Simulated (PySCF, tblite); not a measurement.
# C₅H₂F₃O₂ radical: geometry, infrared bands and EPR parameters

Wanted: the infrared bands and EPR parameters of C₅H₂F₃O₂ radical (`[CH2]C#CC(=O)OC(F)(F)F`), by calculation.

Computed with tblite 0.8.0 and PySCF 2.14.0, with density-fitted response routines of our own, on a single molecule in the gas phase. Atoms are numbered from 0 throughout.

### 1 Starting geometry

12 atoms, charge 0, multiplicity 2; geometry from: force field or distance geometry start.

Bonds of the start (Å): C0–C1 1.43, C1–C2 1.19, C2–C3 1.45, C3–O4 1.22, C3–O5 1.34, O5–C6 1.40, C6–F7 1.35, C6–F8 1.34, C6–F9 1.36, C0–H10 1.08, C0–H11 1.08.

### 2 Relaxing the molecule with GFN2-xTB

Job settings and geometry (Å):

```
{"job": {"kind": "relax", "xc": "GFN2-xTB", "basis": "xTB"}, "charge": 0, "multiplicity": 2}
C      3.466500    -0.062400    -0.341900
C      2.045700    -0.184000    -0.279400
C      0.865500    -0.304200    -0.207100
C     -0.578100    -0.427700    -0.147900
O     -1.134700    -1.408300    -0.615100
O     -1.143200     0.605700     0.493600
C     -2.531400     0.466000     0.554600
F     -2.874800    -0.630900     1.259900
F     -3.072200     0.432900    -0.672200
F     -3.037200     1.538000     1.211600
H      4.048100    -0.826500    -0.829200
H      3.947000     0.800600     0.091200
```

On the command line:

```console
$ OMP_NUM_THREADS=1 python probes_run.py task.json out
```

The driver reads the jobs from task.json and runs them one after another.

**Question.** This job is followed by: GFN2-xTB harmonic vibrations, gas phase; UKS B3LYP, pcH-1 on C F H O, non-relativistic, mean-field spin-orbit, GIAO. What will the session give for the following? strongest single infrared mode (GFN2-xTB); zero-point energy (GFN2-xTB); g(iso) (B3LYP); ⟨S²⟩; largest a(iso) (averaged by class); potential on the surface of density 0.002 e/bohr³, 1st and 99th percentile.

The runs gave:

| quantity | value |
| --- | --- |
| strongest single infrared mode (GFN2-xTB) | 1168 cm⁻¹, 767 km/mol |
| zero-point energy (GFN2-xTB) | 37.0 kcal/mol |
| g(iso) (B3LYP) | 2.00340 |
| ⟨S²⟩ | 0.773 (exact 0.75) |
| largest a(iso) (averaged by class) | 13C on C1, -62.7 MHz |
| potential on the surface of density 0.002 e/bohr³, 1st and 99th percentile | -1.25 V and 1.68 V |

The optimisation took 43 steps and gained 0.482 eV; among the close pairs (by a distance rule), C0–C1 changed most, from 1.427 to 1.337 Å. All 30 modes are real, so the xTB geometry is a minimum. The strongest single mode, at 1168 cm⁻¹, moves mainly C6. Unscaled tight-binding wavenumbers are off by several per cent, some by more. Its intensities can rank the bands wrongly. The largest spin populations lie on C0 (0.71 e), C2 (0.50 e). The isotropic g lies 1.1 ppt above the free-electron value. The conformer search found further structures of the same energy, which may be mirror or relabelled copies of this one.
